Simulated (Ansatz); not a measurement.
# MoS2 (P-3m1): relaxation of cell and ions

Aim: a relaxation of cell and ions, for MoS2 (P-3m1), run from a script.

Program: the Python package of Ansatz 0.2.0. Level of theory: DFT LDA, plane waves, PAW. These are calculated values, not measurements.

### 1 Starting point

Symmetry: P-3m1, No. 164, trigonal system. Conventional cell: a = 3.227 Å, b = 3.227 Å, c = 6.312 Å, α = 90.00°, β = 90.00°, γ = 120.00°. Mo (site symmetry -3m) has 6 S at 2.42 Å as nearest neighbours. S (site symmetry 3m) is surrounded by 3 Mo at 2.42 Å.

No structure file is read: the coordinates are typed or built in the script.

### 2 Script

vcrelax_mos2.py

```python
import ansatz as az
import matplotlib.pyplot as plt
import numpy as np
from pymatgen.core import Lattice, Structure
from pymatgen.io.ase import AseAtomsAdaptor

def edges_and_angles(cell):
    cell = np.asarray(cell)
    a, b, c = np.linalg.norm(cell, axis=1)
    cosines = cell[1] @ cell[2] / (b * c), cell[0] @ cell[2] / (a * c), cell[0] @ cell[1] / (a * b)
    return (a, b, c, *np.degrees(np.arccos(cosines)))


def main() -> None:
    pmg_structure = Structure(
        Lattice([(3.227465, 0.0, 0.0), (-1.613732, 2.795066, 0.0), (0.0, 0.0, 6.312473)]),
        ["Mo", "S", "S"],
        [
            (0.0, 0.0, 0.5),
            (1 / 3, 2 / 3, 0.255319),
            (2 / 3, 1 / 3, 0.744681),
        ],
    )
    structure = az.Crystal.from_ase(AseAtomsAdaptor.get_atoms(pmg_structure))

    setup = (
        structure.calculation()
        .functional("lda")
        .basis(420)
        .kpoints(9, 9, 4)
        .occupations("Fermi-Dirac", width=100 * az.meV)
        .relax(fix_cell=["shape"])
    )
    steps = []


    def follow(event):
        if event["event"] != "relax_step":
            return
        row = event["data"]
        steps.append(row)
        print(f"step {row['step']:3d}  E = {row['lagrangian_ev']:.5f} eV  largest force component = {row['allowed_force_max_ev_ang']:.4f} eV/A  P = {row['pressure_gpa']:.3f} GPa")


    result = setup.session().plan(threads=1).execute(on_event=follow)
    r = result.report

    first, last = steps[0], steps[-1]
    symbols = [site.symbol for site in result.lattice.sites]
    print(f"energy gained {first['lagrangian_ev'] - last['lagrangian_ev']:.4f} eV in {len(steps) - 1} steps")
    for label, vectors in (("before", first["cell_ang"]), ("after", result.lattice.cell_ang)):
        print(label, "a b c (A) {:.4f} {:.4f} {:.4f}  angles {:.2f} {:.2f} {:.2f}".format(*edges_and_angles(vectors)), f" V = {abs(np.linalg.det(vectors)):.3f} A^3")
    print("final stress xx yy zz (GPa, compression positive):", np.round(np.diag(r["stress_gpa"]), 3) + 0.0)

    fig, (top, bottom) = plt.subplots(2, 1, sharex=True, figsize=(4.5, 4))
    top.plot([s["lagrangian_ev"] - last["lagrangian_ev"] for s in steps], "o-")
    top.set_ylabel("E - E(final) (eV)")
    bottom.semilogy([max(s["allowed_force_max_ev_ang"], 1e-6) for s in steps], "s-")
    bottom.set(xlabel="step", ylabel="largest force (eV/A)")
    fig.tight_layout()
    fig.savefig("relax.png", dpi=100)

    print("atom   start x y z (A)              end x y z (A)")
    for symbol, a, b in zip(symbols, first["positions_ang"], last["positions_ang"]):
        print(f"{symbol:3s}", " ".join(f"{v:8.4f}" for v in a), "  ", " ".join(f"{v:8.4f}" for v in b))

    change = np.array(last["positions_ang"]) @ np.linalg.inv(last["cell_ang"]) - np.array(first["positions_ang"]) @ np.linalg.inv(first["cell_ang"])
    moved = np.linalg.norm(change @ np.array(last["cell_ang"]), axis=1)
    print("displacement within the cell, strain taken out (A):", " ".join(f"{s}:{d:.3f}" for s, d in zip(symbols, moved)))

    print("relaxed fractional positions")
    for site in result.lattice.sites:
        print(f"  {site.symbol:2s}", " ".join(f"{v % 1:8.5f}" for v in np.round(site.position_frac, 5)))

    for key in ("converged", "n_iterations", "n_electrons", "n_kpoints", "n_pw", "n_symmetry_ops", "free_energy_ev", "fermi_energy_ev"):
        print(f"{key:18s} {r[key]}")


if __name__ == "__main__":
    main()
```

### 3 The input behind the calls

The package turns the script's settings into the engine's input:

```yaml
crystal:
  lattice:
    - [3.227465, 0.0, 0.0]
    - [-1.613732, 2.795066, 0.0]
    - [0.0, 0.0, 6.312473]
  atoms:
    - { symbol: Mo, position: [0.0, 0.0, 0.5] }
    - { symbol: S, position: [0.33333333333333337, 0.6666666666666666, 0.255319] }
    - { symbol: S, position: [0.6666666666666666, 0.3333333333333333, 0.744681] }
basis:
  ecutwfc: 420.0
kpoints:
  mp_grid:
    grid: [9, 9, 4]
hamiltonian:
  xc: lda
scf:
  occupations:
    method: fermi_dirac
    width: 0.1
relax:
  cell:
    fix: [shape]
```

### 4 Launch

Started as:

```bash
$ python vcrelax_mos2.py
```

**Question.** What results will this script give? Wanted: free energy; moves of the relaxation; energy gained; last largest force component; relaxed conventional cell; space group at the end.

As calculated:

| quantity | value |
| --- | --- |
| free energy | -6584.0818 eV (-2194.6939 eV/atom) |
| moves of the relaxation | 4 |
| energy gained (ahead of the last change of basis) | 36.0 meV/atom |
| last largest force component | 0.0004 eV/Å |
| relaxed conventional cell | a = 3.110 Å, b = 3.110 Å, c = 6.083 Å, α = 90.00°, β = 90.00°, γ = 120.00° |
| space group at the end | P-3m1 |

The volume shrank by 10.5 % over 4 moves, and the space group stayed P-3m1. Reading the output:
- The run is spin-unpolarised.
- The mesh is modest for a metal, so energies can be off by several to tens of meV an atom and pressures by half a GPa or more; differences at equal mesh fare better.
- An absolute Fermi energy rests on an arbitrary zero of the periodic potential and has no direct meaning.
- Energies along a relaxation are free energies. Rows at an unchanged volume are solved on a plane-wave basis chosen afresh for that cell, so the energy jumps there and such rows are no steps of the walk.
- The structure is layered, and without a dispersion term the spacing of the layers is poorly determined.
- This cell is a computed structure, which may not be the phase found in nature.
